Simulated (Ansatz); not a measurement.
TcIr and its elements: a formation energy from the elements, run with Ansatz 0.2.0 through its Python package.

The script, `formation_tcir.py`:
```python
"""Is TcIr bound against its elements, after relaxing cells and atoms."""

from collections import Counter
import warnings

import ansatz
import numpy as np

EXTRA_BANDS = 4
XC = "r2scan"
K_SPACING = 0.26
OCCUPATIONS = "fermi_dirac"
SIGMA = 0.05

PHASES = {
    "TcIr": (
        [(2.739906, 0.0, 0.0), (-1.369953, 2.372828, 0.0), (0.0, 0.0, 4.355461)],
        [
            ("Tc", (1 / 3, 2 / 3, 0.0)),
            ("Ir", (2 / 3, 1 / 3, 0.5)),
        ],
    ),
    "Tc": (
        [(2.74, 0.0, 0.0), (-1.37, 2.37291, 0.0), (0.0, 0.0, 4.398)],
        [
            ("Tc", (1 / 3, 2 / 3, 0.25)),
            ("Tc", (2 / 3, 1 / 3, 0.75)),
        ],
    ),
    "Ir": (
        [(0.0, 1.9156, 1.9156), (1.9156, 0.0, 1.9156), (1.9156, 1.9156, 0.0)],
        [
            ("Ir", (0.0, 0.0, 0.0)),
        ],
    ),
}


def build(vectors, sites):
    crystal = ansatz.Crystal(lattice=ansatz.Lattice.of(vectors))
    for symbol, position in sites:
        crystal = crystal.atom(symbol, position)
    return crystal


def run_phase(name, crystal):
    calc = (
        crystal.calculation()
        .pseudopotentials("nc")
        .scf(extra_bands=EXTRA_BANDS, self_checks="low")
        .accuracy("low")  # preset for grids and thresholds
        .functional(XC)
        .kpoints(spacing=K_SPACING)
        .occupations(OCCUPATIONS, width=SIGMA)
        .stress()
    )
    calc = calc.relax(force_tolerance=0.03, max_steps=40, cell=True)
    return calc.run(threads=1, pin="off")


def counts(outcome):
    return Counter(site.symbol for site in outcome.lattice.sites)

def formation_energy(outcome, mu):
    n = counts(outcome)
    return (outcome.report["energy_sigma0_ev"] - sum(k * mu[element] for element, k in n.items())) / sum(n.values())


def volume_per_atom(outcome):
    return abs(np.linalg.det(outcome.lattice.cell_ang)) / len(outcome.lattice.sites)

warnings.simplefilter("ignore")

phases = {name: build(*cell) for name, cell in PHASES.items()}

done = {name: run_phase(name, crystal) for name, crystal in phases.items()}

# energy of one atom in its reference phase
references = {"Tc": "Tc", "Ir": "Ir"}
mu = {element: done[name].report["energy_sigma0_ev"] / len(done[name].lattice.sites) for element, name in references.items()}

target = done["TcIr"]
heat = formation_energy(target, mu)
for element, value in mu.items():
    print(f"mu({element}) = {value:.4f} eV from {references[element]}, {volume_per_atom(done[references[element]]):.2f} A^3/atom")
print(f"formation energy of TcIr: {heat:.4f} eV/atom = {96.4853 * heat:.1f} kJ/mol of atoms")
```

Is TcIr bound against its elements at this level, and by how much?

The formation energy is -0.245 eV an atom (-23.6 kJ per mole of atoms), so TcIr lies below the reference phases.

The run itself:

```console
$ python formation_tcir.py
mu(Tc) = -2430.9568 eV from Tc, 14.20 A^3/atom
mu(Ir) = -3307.1314 eV from Ir, 14.24 A^3/atom
formation energy of TcIr: -0.2446 eV/atom = -23.6 kJ/mol of atoms
```

What to keep in mind:
- The settings weren't tested for convergence.
- Such functionals run on norm-conserving files made under PBE, which can move pressures by some GPa.
- For the metals among these phases the mesh is modest: differences between phases can be off by up to 40 meV an atom.
- Spin-orbit coupling, which matters for elements this heavy, is left out.
- The cells come from databases of deposited and of computed structures, and not all need be stable phases.
- The compound is the structure given, not necessarily its lowest; energies are at zero temperature, with no correction for gases. A semilocal functional's error on such energies is often 0.05 to 0.1 eV an atom, and 0.1 to 0.3 eV against gases such as O2 or F2.
- Run time: 3 min on 1 thread of Arm Neoverse V2, on a shared host, peak memory 0.59 GiB.
